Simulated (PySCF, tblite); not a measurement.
# C₃H₃F₂GeSe radical: geometry, infrared bands and EPR parameters

Wanted: the infrared bands and EPR parameters of C₃H₃F₂GeSe radical (`FC1(F)C=[CH][GeH][Se]1`), by calculation.

Computed with tblite 0.8.0 and PySCF 2.14.0, with density-fitted response routines of our own, on a single molecule in the gas phase. Atoms count from 0, in the outputs and in this text.

### 1 The molecule as given

10 atoms, charge 0, multiplicity 2; geometry from: force field or distance geometry start.

Bonds of the start (Å): F0–C1 1.42, C1–F2 1.37, C1–C3 1.47, C3–C4 1.27, C4–Ge5 1.92, Ge5–Se6 2.41, Se6–C1 1.96, C3–H7 1.14, C4–H8 1.12, Ge5–H9 1.57.

### 2 Relaxing the molecule with GFN2-xTB

Job settings and geometry (Å):

```
{"job": {"kind": "relax", "xc": "GFN2-xTB", "basis": "xTB"}, "charge": 0, "multiplicity": 2}
F     -0.923200    -1.151000     1.341500
C     -0.996500    -0.658900     0.015000
F     -2.255700    -0.852600    -0.491800
C     -0.559000     0.739700    -0.033900
C      0.653500     1.085800    -0.200400
Ge     1.957900    -0.303800    -0.431700
Se     0.164900    -1.766200    -1.102400
H     -1.354300     1.537800     0.111900
H      0.988900     2.151900    -0.242900
H      2.332400    -0.777900     1.012300
```

Run with:

```bash
> OMP_NUM_THREADS=1 python probes_run.py task.json out
```

The driver reads the jobs from task.json and runs them one after another.

The log of the run:

```text
step      E/eV     max force
  0    -611.32140    4.438
  1    -611.48396    3.374
  2    -611.62005    0.756
  3    -611.66767    0.723
  4    -611.69999    0.801
  5    -611.71505    0.290
  6    -611.71910    0.180
  7    -611.72502    0.295
  8    -611.73031    0.412
  9    -611.73559    0.333
 10    -611.73852    0.130
 11    -611.73982    0.106
 12    -611.74067    0.110
 13    -611.74188    0.143
 14    -611.74353    0.126
 15    -611.74556    0.168
 16    -611.74746    0.164
 17    -611.74895    0.099
 18    -611.75015    0.095
 19    -611.75134    0.100
 20    -611.75271    0.140
 21    -611.75427    0.131
 22    -611.75591    0.109
 23    -611.75756    0.123
 24    -611.75935    0.154
 25    -611.76148    0.198
 26    -611.76400    0.176
 27    -611.76692    0.213
 28    -611.77008    0.174
 29    -611.77298    0.167
 30    -611.77560    0.163
 31    -611.77806    0.139
 32    -611.78035    0.168
 33    -611.78261    0.137
 34    -611.78486    0.151
 35    -611.78686    0.148
 36    -611.78883    0.143
 37    -611.79153    0.152
 38    -611.79525    0.258
 39    -611.79779    0.334
 40    -611.80324    0.315
 41    -611.80899    0.227
 42    -611.81693    0.262
 43    -611.82642    0.429
 44    -611.83364    0.376
 45    -611.83895    0.371
 46    -611.84092    0.194
 47    -611.84446    0.142
 48    -611.84604    0.169
 49    -611.84820    0.203
 50    -611.84959    0.123
 51    -611.85086    0.110
 52    -611.85180    0.092
 53    -611.85256    0.079
 54    -611.85313    0.067
 55    -611.85357    0.063
 56    -611.85407    0.048
 57    -611.85436    0.050
 58    -611.85462    0.054
 59    -611.85492    0.048
 60    -611.85514    0.045
 61    -611.85537    0.060
 62    -611.85566    0.062
 63    -611.85602    0.048
 64    -611.85632    0.029
 65    -611.85648    0.027
 66    -611.85656    0.021
 67    -611.85662    0.019
 68    -611.85667    0.019
 69    -611.85672    0.015
 70    -611.85677    0.016
 71    -611.85682    0.014
 72    -611.85684    0.013
 73    -611.85687    0.011
 74    -611.85689    0.013
 75    -611.85691    0.013
 76    -611.85693    0.008
```

Wall time 0.4 s (1 thread of Arm Neoverse V2, shared host).

Relaxation path: (not every step is listed)

```tsv
step	energy from step 0 (eV)	largest force (eV/Å)
0	0.0000	4.4381
1	-0.1626	3.3739
2	-0.2986	0.7564
3	-0.3463	0.7234
4	-0.3786	0.8006
5	-0.3936	0.2901
6	-0.3977	0.1802
7	-0.4036	0.2947
8	-0.4089	0.4117
14	-0.4221	0.1262
20	-0.4313	0.1401
26	-0.4426	0.1756
32	-0.4589	0.1682
38	-0.4738	0.2577
44	-0.5122	0.3761
50	-0.5282	0.1230
56	-0.5327	0.0480
62	-0.5343	0.0616
68	-0.5353	0.0192
71	-0.5354	0.0143
72	-0.5354	0.0134
73	-0.5355	0.0114
74	-0.5355	0.0126
75	-0.5355	0.0127
76	-0.5355	0.0079
```

Distances of close pairs at the start and the end, largest changes first:

```tsv
bond	before (Å)	after (Å)	change (Å)
C4–Ge5	1.920	2.002	+0.082
F0–C1	1.417	1.351	-0.066
C3–H7	1.136	1.084	-0.053
C3–C4	1.272	1.322	+0.050
C4–H8	1.118	1.080	-0.039
C1–Se6	1.955	1.992	+0.037
Ge5–Se6	2.409	2.378	-0.031
C1–C3	1.466	1.496	+0.030
```

The final coordinates are the input of the step that follows.

### 3 Vibrational analysis with GFN2-xTB

Job settings and geometry (Å):

```
{"job": {"kind": "ir", "xc": "GFN2-xTB", "basis": "xTB"}, "charge": 0, "multiplicity": 2}
F     -1.939064    -0.976923     1.028069
C     -1.100286    -0.646883     0.022181
F     -1.837180    -0.760366    -1.113094
C     -0.581295     0.747008     0.186901
C      0.669558     1.058619    -0.105592
Ge     1.837543    -0.408284    -0.806110
Se     0.302770    -2.059333    -0.049772
H     -1.324198     1.445449     0.553474
H      1.014576     2.078727    -0.030302
H      2.966458    -0.473360     0.291717
```

The log of the run:

```text
mode    cm-1     km/mol
  1      29.3      0.93
  2     187.8      2.40
  3     194.8      1.01
  4     227.9      4.84
  5     257.8      3.11
  6     274.9      6.75
  7     395.2      3.19
  8     428.9     15.41
  9     457.4      4.90
 10     463.4     14.87
 11     533.4     17.75
 12     591.5     62.19
 13     630.1     42.25
 14     746.0     26.01
 15     884.9      5.11
 16     920.0    114.50
 17     995.0    225.78
 18    1078.4    126.57
 19    1126.7     27.58
 20    1232.7     36.01
 21    1540.4    484.99
 22    1638.0     11.79
 23    3026.9      4.25
 24    3062.2     11.99
```

Run time: 0.26 s. Hardware: 1 thread of Arm Neoverse V2, shared host.

The strongest bands and the atoms that carry them (share of the mass-weighted mode):

```tsv
cm⁻¹	km/mol	atoms
592	62.2	H9 25 %, F2 20 %, C1 18 %, F0 16 %
630	42.2	C4 36 %, H9 17 %, F0 16 %, C3 13 %
920	114.5	C1 42 %, H8 20 %, C3 18 %, F2 11 %
995	225.8	C1 65 %, F2 14 %, F0 11 %
1078	126.6	C1 46 %, H8 32 %, F0 13 %
1127	27.6	H7 40 %, C1 34 %, H8 14 %
1233	36.0	H7 45 %, H8 16 %, C3 16 %, C4 15 %
1540	485.0	H9 98 %
```

### 4 g tensor and hyperfine couplings: B3LYP/def2-TZVP-core+pcH-1

The job, as its differences from that of step 3:

```diff
@@ -1,2 +1,2 @@
-{"job": {"kind": "ir", "xc": "GFN2-xTB", "basis": "xTB"}, "charge": 0, "multiplicity": 2}
+{"job": {"kind": "epr", "basis": "pcH-1"}, "charge": 0, "multiplicity": 2}
 F     -1.939064    -0.976923     1.028069
```

With the program's defaults for keys left out, this is: UKS B3LYP, def2-TZVP-core on Ge Se, pcH-1 on C F H, non-relativistic, mean-field spin-orbit, GIAO.

The log of the run:

```text
UKS, coarse grid
  cycle   1  E = -4794.25558044  |g| = 2.02e+00
  cycle   2  E = -4794.04405305  |g| = 1.34e+00
  cycle   3  E = -4794.30379698  |g| = 7.16e-01
  cycle   4  E = -4794.44636805  |g| = 1.67e-01
  cycle   5  E = -4794.45341485  |g| = 4.42e-02
  cycle   6  E = -4794.45424943  |g| = 1.62e-02
  cycle   7  E = -4794.45436749  |g| = 5.20e-03
  cycle   8  E = -4794.45438038  |g| = 1.77e-03
  cycle   9  E = -4794.45438621  |g| = 9.49e-04
UKS, final grid
  cycle   1  E = -4794.45433994  |g| = 1.07e-03
  cycle   2  E = -4794.45433959  |g| = 1.59e-03
  cycle   3  E = -4794.45434035  |g| = 1.45e-04
  cycle   4  E = -4794.45434036  |g| = 7.32e-05
  cycle   5  E = -4794.45434037  |g| = 3.04e-05
  cycle   6  E = -4794.45434038  |g| = 2.40e-05
E = -4794.45434038 Eh   <S^2> = 0.7540 (exact 0.7500)
g shifts (ppm)      1          2          3
  rmc          -188       -188       -188
  gc              2          9         14
  oz_so       -8254      13755      99569
  total       -8418      13602      99401
hyperfine (MHz)  atom isotope    a_iso     a_fc   dipolar eigenvalues
    0   19F      50.87      51.42    -23.62    -22.38     46.00
    1   13C      -3.31      -3.18     -1.00     -0.22      1.22
    2   19F      32.67      32.98    -10.18     -9.54     19.71
    3   13C       6.72       6.58     -5.67     -5.06     10.73
    4   13C      28.73      28.57     -8.62     -2.69     11.31
    5  73Ge    -258.48    -259.71    -48.60     23.14     25.46
    6  77Se      17.47       9.59   -128.54   -107.01    235.55
    7    1H       5.52       5.43     -3.16     -1.20      4.36
    8    1H       1.92       1.88     -3.24     -0.45      3.69
    9    1H     217.24     217.02     -4.15     -1.08      5.23
```

Run time: 7.1 min. Hardware: 1 thread of Arm Neoverse V2, shared host; peak memory 1.3 GiB.

Principal g values 1.99390, 2.01592, 2.10172; g(iso) = 2.03718, against 2.00232 for a free electron.

Mean a(iso) over the nuclei that a row names, and the largest dipolar term of the row (other rows stand at the frozen geometry):

```tsv
nuclei	isotope	a(iso) (MHz)	a(iso) (G, at g = 2.0023)	largest dipolar term (MHz)
Ge5	73Ge	-258.5	-92.2	-48.6
H9	1H	217.2	77.5	5.2
F0, F2	19F	41.8	14.9	46.0
C4	13C	28.7	10.3	11.3
Se6	77Se	17.5	6.2	235.5
C3	13C	6.7	2.4	10.7
H7	1H	5.5	2.0	4.4
C1	13C	-3.3	-1.2	1.2
H8	1H	1.9	0.7	3.7
```

Mulliken spin populations:

```tsv
atom	value (e)
F0	0.01
C1	0.00
F2	0.00
C3	0.07
C4	0.01
Ge5	0.58
Se6	0.22
H7	0.00
H8	0.00
H9	0.11
```

In first order the couplings over 0.8 MHz of 1H, 19F give 24 distinct lines over 110.0 G, if the averaged nuclei exchange fast; the same motion can average rows kept apart here too.

The fields below are evaluated on a grid from the run's orbitals.

ELF in a plane through or near 6 of the atoms.

Ten even steps from '0' (0.00) to '9' (1.00):
```
0000000000000000000000000000
0000000000000000000000000000
0000000000000000000000000000
0000000003420000000000000000
0000000069982001664000000000
0000000299996018999500000000
0000000179996238999600000000
0000000027823842985000000000
0000000026723834630000000000
0000232226886557952000000000
0002799721241027114221000000
0004899821122248224221000000
0004899831156448842110000000
0001578733472652620000000000
0000123212462562641000000000
0000000000255337863000000000
0000000000036788863000000000
0000000000014677631000000000
0000000000000122100000000000
0000000000000000000000000000
```
The map spans 10.8 Å across and 9.4 Å up, centred on the molecule. Atoms in the plane (x, y in Å): C1 (1.2, -0.5), C3 (0.5, 0.8), C4 (-0.8, 0.9), Se6 (0.0, -2.1), H7 (1.1, 1.7), H8 (-1.3, 1.9).

On the surface of density 0.002 e/bohr³ the electrostatic potential runs, from the 1st to the 99th percentile, from -0.79 V near F2 to 1.38 V near Ge5.

The spin density lies nearest to Ge5 52 %; Se6 21 %; H9 13 %.

### 5 Summary of results

| quantity | value |
| --- | --- |
| strongest single infrared mode (GFN2-xTB) | 1540 cm⁻¹, 485 km/mol |
| zero-point energy (GFN2-xTB) | 29.9 kcal/mol |
| g(iso) (B3LYP) | 2.03718 |
| ⟨S²⟩ | 0.754 (exact 0.75) |
| largest a(iso) (averaged by class) | 73Ge on Ge5, -258.5 MHz |
| potential on the surface of density 0.002 e/bohr³, 1st and 99th percentile | -0.79 V and 1.38 V |

In words: Over 76 steps the energy fell by 0.536 eV; of the close pairs, C4–Ge5 changed most, 1.920 to 2.002 Å. All 24 modes are real, so the xTB geometry is a minimum. The strongest single mode, at 1540 cm⁻¹, moves mainly H9. GFN2-xTB is a fitted tight-binding method: band positions and strengths are rough. Its intensities can rank the bands wrongly. The largest share of the spin, 0.58 e, sits on Ge5. The isotropic g lies 34.9 ppt above the free-electron value. The hyperfine terms hold no scalar relativity, which the heavier nuclei need. The conformer search found further structures of the same energy, which may be mirror or relabelled copies of this one.
